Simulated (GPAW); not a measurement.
The system is HPbNO4.

```
H Pb N O
1.0
     3.85707    0.00178   -0.03658
     0.17353    4.33436   -0.01647
     0.75803    0.83873    5.87662
H Pb N O
1 1 1 4
Direct
  0.61511 0.89559 0.19844
  0.64597 0.44651 0.91685
  0.71474 0.23810 0.50058
  0.16958 0.47007 0.77768
  0.62919 0.97045 0.49845
  0.56424 0.92583 0.03849
  0.78022 0.42250 0.31951
```

The cell was built by a generator and needn't be a form met in nature.

Base run:

```yaml
Program: GPAW 26.7.0
Functional: PBE
Potentials_or_basis: GPAW PAW data sets (gpaw-data 1.2.1)
Cutoff: 800 eV
Basis: pw
k_mesh: 7 × 6 × 5
Occupations: fermi-dirac, width 0.05 eV
Spin: no spin polarisation
```

Its results: band gap on the k mesh 0.37 eV, indirect (least direct gap 0.60 eV); pressure -0.6 GPa; largest force 0.104 eV/Å.

**Question.** The run is repeated on the same cell with these changes: k mesh from 7 × 6 × 5 to 5 × 5 × 3. What comes out?

**Answer.** Band gap on the k mesh 0.57 eV, indirect (least direct gap 0.88 eV); pressure -0.6 GPa; largest force 0.105 eV/Å.

Caveats: spin-orbit coupling is left out, which as a rule narrows the gap of such compounds by several tenths of an eV; an odd mesh through Γ misses points on the zone boundary, where band edges often lie; with rounded positions the older calculator's symmetry can spoil forces and stress (some runs).
